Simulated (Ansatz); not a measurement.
# C₂H₆NOSb: one species, many methods

How much do the methods differ for C₂H₆NOSb? The plan is to run it at one geometry with functionals of several rungs and with coupled cluster, and see how far each lands from CCSD(T) at the basis-set limit for the atomisation energy.

The runs use Ansatz 0.2.0, Gaussian basis; functionals in def2-TZVPP, the program's frozen cores in correlated methods.

Levels to be run: PBE-D4, r2SCAN-D4, PBE0-D4, B3LYP-D4, ωB97X-V, ωB97M-V, B2PLYP; CCSD(T)/def2-TZVPP; MP2/def2-QZVPP; extrapolation to the limit.

### Step 1. The relaxed structure

The geometry comes from an earlier relaxation with PBE0-D4 in a triple-zeta def2 set; it is a stationary point, not always the lowest conformer. Sb takes the def2 core potential; no spin-orbit term is included.

SMILES `C=NC[O][SbH2]`, 11 atoms, charge 0, spin multiplicity 1.

Atoms are counted from 1 here; the program's logs count them from 0.

Bond lengths: C1–N2 1.259 Å, C1–H6 1.089 Å, C1–H7 1.094 Å, N2–C3 1.436 Å, C3–O4 1.399 Å, C3–H8 1.097 Å, C3–H9 1.100 Å, O4–Sb5 1.980 Å, Sb5–H10 1.711 Å, Sb5–H11 1.717 Å. Angles: N2–C1–H6 118.6°, N2–C1–H7 123.5°, H6–C1–H7 117.9°, C1–N2–C3 119.4°, N2–C3–O4 117.2°, N2–C3–H8 106.5°, N2–C3–H9 106.3°, O4–C3–H8 107.4°, O4–C3–H9 112.0°, H8–C3–H9 106.9°, C3–O4–Sb5 118.3°, O4–Sb5–H10 92.4°, O4–Sb5–H11 95.4°, H10–Sb5–H11 90.5°.

### Step 2. PBE-D4 (GGA)

File in.yaml:

```yaml
crystal:
  periodic: [false, false, false]
  atoms:
    - {symbol: C, position_ang: [-0.306937, 1.399849, -1.080836]}
    - {symbol: N, position_ang: [0.559288, 0.567666, -1.458121]}
    - {symbol: C, position_ang: [0.618299, -0.722318, -0.829493]}
    - {symbol: O, position_ang: [-0.266338, -0.958548, 0.227903]}
    - {symbol: Sb, position_ang: [0.328820, -0.526230, 2.066001]}
    - {symbol: H, position_ang: [-0.345793, 2.371394, -1.571551]}
    - {symbol: H, position_ang: [-1.035514, 1.196402, -0.290429]}
    - {symbol: H, position_ang: [0.399520, -1.459613, -1.611643]}
    - {symbol: H, position_ang: [1.666706, -0.872701, -0.531975]}
    - {symbol: H, position_ang: [-0.681996, -1.723108, 2.753440]}
    - {symbol: H, position_ang: [-0.870654, 0.670109, 2.347404]}
basis:
  gaussian: {orbitals: def2-TZVPP}
hamiltonian: {xc: pbe, dispersion: d4}
output: {forces: true, orbitals: {seedname: orbitals}}
```

Command:

```
$ ansatz run in.yaml --threads 4 --pin off --events-out ev --progress --plain --max-ram 10444MiB
```

The runs that follow: r2SCAN-D4 (meta-GGA); PBE0-D4 (hybrid); B3LYP-D4 (hybrid); ωB97X-V (range-separated); ωB97M-V (range-separated); B2PLYP (double hybrid); CCSD(T) in def2-TZVPP; MP2 in def2-QZVPP.

Before running them: what should the planned runs give, taken together? Wanted: atomisation energy, CCSD(T)/CBS; farthest; mean size of error, hybrid; mean size of error, range-separated; gap, smallest and largest; T1 diagnostic; triples share of the correlation energy.

As calculated:

| quantity | value |
| --- | --- |
| atomisation energy, CCSD(T)/CBS | 3831.5 kJ/mol |
| functionals within 38.3 kJ/mol (1.0 %) | r2SCAN-D4, PBE0-D4, B3LYP-D4, ωB97X-V, ωB97M-V |
| farthest | PBE-D4 (+123.0 kJ/mol) |
| mean size of error, hybrid | 12.5 kJ/mol |
| mean size of error, range-separated | 14.8 kJ/mol |
| gap, smallest and largest | 3.79 eV (PBE-D4), 10.46 eV (ωB97X-V) |
| T1 diagnostic | 0.0142 |
| triples share of the correlation energy | 3.8 % |

**Reading.** PBE-D4 misses by +123.0 kJ/mol. Double hybrids carry the basis error of their MP2 part in triple zeta, and no dispersion term here, so their miss is partly the set-up's. The reference freezes the cores and leaves out spin-orbit coupling and excitations past (T), and its outer-core shells are covered unevenly, so misses under about 38.3 kJ/mol can't be ranked. All levels share the lack of spin-orbit coupling, which lowers the free heavy atoms and so the true binding. Hartree-Fock recovers 66 % of the binding; the rest is correlation. Orbital gaps span 3.8 to 10.5 eV; exact exchange widens them. Correlated methods include outer-core shells of Sb, which these sets cover unevenly.
